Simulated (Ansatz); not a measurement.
# CH₄BBrOSi: up Jacob's ladder to CCSD(T)

The task here is to estimate one member of a computed series from the others.

Method: functionals in def2-TZVPP, the program's frozen cores in correlated methods; program: Ansatz 0.2.0, Gaussian basis.

Levels to be run: LDA (SPW92), PBE-D4, revPBE-D4, BLYP-D4, r2SCAN-D4, B97M-V, PBE0-D4, B3LYP-D4, r2SCANh-D4, r2SCAN0-D4, HSE06-D4, BHLYP-D4, CAM-B3LYP-D4, LC-ωPBE, ωB97X-V, ωB97M-V, B2PLYP, PBE-QIDH; CCSD(T)/def2-SVP; CCSD(T)/def2-TZVPP; MP2/def2-QZVPP; extrapolation to the limit; RPA on PBE.

## The relaxed structure

All runs share one geometry, relaxed beforehand with PBE0-D4 in a triple-zeta def2 set.

9 atoms, charge 0, spin multiplicity 1.

Atoms are counted from 1 here; the program's logs count them from 0.

Bond lengths: Br1–B2 1.914 Å, B2–C3 1.591 Å, B2–O5 1.363 Å, C3–Si4 1.862 Å, C3–H6 1.090 Å, C3–H7 1.090 Å, Si4–O5 1.709 Å, Si4–H8 1.482 Å, Si4–H9 1.482 Å. Angles: Br1–B2–C3 130.0°, Br1–B2–O5 122.6°, C3–B2–O5 107.4°, B2–C3–Si4 78.5°, B2–C3–H6 115.1°, B2–C3–H7 115.1°, Si4–C3–H6 118.2°, Si4–C3–H7 118.2°, H6–C3–H7 109.1°, C3–Si4–O5 83.6°, C3–Si4–H8 118.7°, C3–Si4–H9 118.7°, O5–Si4–H8 110.9°, O5–Si4–H9 110.9°, H8–Si4–H9 110.6°, B2–O5–Si4 90.5°.

The first run:

in.yaml reads:

```yaml
crystal:
  periodic: [false, false, false]
  atoms:
    - {symbol: Br, position_ang: [-1.486837, 2.542894, 0.685254]}
    - {symbol: B, position_ang: [-0.626912, 0.937216, 0.097865]}
    - {symbol: C, position_ang: [0.444862, 0.021340, 0.836160]}
    - {symbol: Si, position_ang: [0.232652, -0.882938, -0.777897]}
    - {symbol: O, position_ang: [-0.873228, 0.374758, -1.118440]}
    - {symbol: H, position_ang: [0.091373, -0.461408, 1.747437]}
    - {symbol: H, position_ang: [1.403492, 0.500801, 1.035229]}
    - {symbol: H, position_ang: [-0.449116, -2.199158, -0.773283]}
    - {symbol: H, position_ang: [1.352214, -0.879806, -1.749422]}
basis:
  gaussian: {orbitals: def2-TZVPP}
hamiltonian: {xc: lda}
output: {orbitals: {seedname: orbitals}}
```

Steps of the session up to this table: LDA; PBE-D4 (GGA); revPBE-D4 (GGA); BLYP-D4 (GGA); r2SCAN-D4 (meta-GGA); B97M-V (meta-GGA); PBE0-D4 (hybrid); B3LYP-D4 (hybrid); r2SCANh-D4 (hybrid); r2SCAN0-D4 (hybrid); HSE06-D4 (hybrid); BHLYP-D4 (hybrid); CAM-B3LYP-D4 (range-separated); LC-ωPBE (range-separated); ωB97X-V (range-separated); ωB97M-V (range-separated); B2PLYP (double hybrid); PBE-QIDH (double hybrid).

One of the session's tables, all rows but one given; the rest of the session is left out.

It belongs to the step «Frontier levels by functional». 

| functional | HOMO (eV) | gap (eV) |
| --- | --- | --- |
| LDA (SPW92) | -6.97 | 5.29 |
| PBE-D4 | -6.81 | 5.38 |
| revPBE-D4 | -6.76 | 5.43 |
| BLYP-D4 | -6.64 | 5.38 |
| r2SCAN-D4 | -7.10 | 6.01 |
| B97M-V | -7.20 | 6.18 |
| PBE0-D4 | -8.06 | 7.63 |
| B3LYP-D4 | -7.80 | 7.17 |
| r2SCANh-D4 | -7.56 | 6.81 |
| r2SCAN0-D4 | -8.25 | 8.01 |
| HSE06-D4 | -7.66 | 6.84 |
| BHLYP-D4 | -9.15 | 9.73 |
| CAM-B3LYP-D4 | -9.37 | 10.06 |
| LC-ωPBE | -10.74 | 12.60 |
| ωB97X-V | ? | ? |
| ωB97M-V | -10.24 | 11.63 |

**Question.** Estimate the row for ωB97X-V.

**Answer.** HOMO (eV): -10.38; gap (eV): 12.10. In the column «HOMO (eV)» it lies between LC-ωPBE (-10.74) and ωB97M-V (-10.24).
